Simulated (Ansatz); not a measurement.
**AlAs+ (quartet): wave-function methods side by side, cc-pVTZ**

How much of the correlation energy of AlAs+ (quartet) does each wave-function method recover here?

The runs use Ansatz 0.2.0, Gaussian basis; cc-pVTZ, core rule «outside noble gas», up to 19 orbitals frozen.

Plan: UHF; CCSD(T) on ROHF; CCSD(T) on UHF; BCCD(T) on ROHF; CISD; CCSDT(Q) on ROHF; CCSDT(Q) on UHF; CASSCF and MRCISD+Q, 7 electrons in 8 orbitals; CASSCF and NEVPT2, 7 electrons in 8 orbitals.

24 further runs of the same task are left out: 6 for a known fault of the program, 9 that didn't finish, 9 set aside as unsound or not needed.

### Step 1. The system

The geometry is a PBE0/def2-TZVP stationary point (not a proven minimum) of the parent state, kept for this charge and spin. No spin-orbit coupling is included. The filled d shell of As may be among the frozen orbitals whatever the setting's name suggests; the logs give the count.

2 atoms, charge 1, spin multiplicity 4.

Atoms are counted from 1 here; the program's logs count them from 0.

Bond lengths: Al1–As2 2.305 Å.

### Step 2. UHF

in.yaml reads:

```yaml
crystal:
  periodic: [false, false, false]
  atoms:
    - {symbol: Al, position_ang: [0.000000, 0.000000, 0.000000]}
    - {symbol: As, position_ang: [0.000000, 0.000000, 2.305200]}
basis:
  gaussian: {orbitals: cc-pVTZ}
total_charge: 1
magnetization: {spin_polarized: true, initial_magnetization: 3}
hamiltonian: {xc: hf}
output: {orbitals: {seedname: orbitals}}
```

The run is started by

```
$ ansatz run in.yaml --threads 1 --pin off --events-out ev --progress --plain --max-ram 2393MiB
```

Further steps of the session: CCSD(T) on ROHF; CCSD(T) on UHF; BCCD(T) on ROHF; CISD; CCSDT(Q) on ROHF; CCSDT(Q) on UHF; CASSCF and MRCISD+Q, 7 electrons in 8 orbitals; CASSCF and NEVPT2, 7 electrons in 8 orbitals.

**Question.** What will the summary of the whole plan be? Wanted: UCCSDT(Q) below the RHF energy; RMP2 from UCCSDT(Q); UMP2 from UCCSDT(Q); RCCSD from UCCSDT(Q); RCCSD(T) from UCCSDT(Q); UCCSD(T) from UCCSDT(Q); RCCSDT(Q) from UCCSDT(Q); NEVPT2 valence from UCCSDT(Q); MRCISD+Q valence from UCCSDT(Q).

The runs gave:

| quantity | value |
| --- | --- |
| UCCSDT(Q) below the RHF energy | -4.1269 eV |
| RMP2 from UCCSDT(Q) | +19.65 kcal/mol |
| UMP2 from UCCSDT(Q) | +20.30 kcal/mol |
| RCCSD from UCCSDT(Q) | +5.54 kcal/mol |
| RCCSD(T) from UCCSDT(Q) | +1.23 kcal/mol |
| UCCSD(T) from UCCSDT(Q) | +0.97 kcal/mol |
| RCCSDT(Q) from UCCSDT(Q) | +0.31 kcal/mol |
| NEVPT2 valence from UCCSDT(Q) | +16.03 kcal/mol |
| MRCISD+Q valence from UCCSDT(Q) | +1.17 kcal/mol |
| levels within 1 kcal/mol (43 meV) | UCCSD(T), RCCSDT, UCCSDT, RCCSDT(Q) |
| T1 diagnostic | 0.033 |
| effectively unpaired electrons | 3.02 |

In words: RCCSD(T) lands +1.23 kcal/mol from the yardstick (1.3 % of the correlation energy). One determinant dominates. Of the multireference levels listed MRCISD+Q valence comes nearest in total energy (+1.17 kcal/mol), which doesn't show that its space is the better one. These misses are within one basis, not against nature; the frozen cores of restricted and unrestricted runs differ, which can shift their rows.
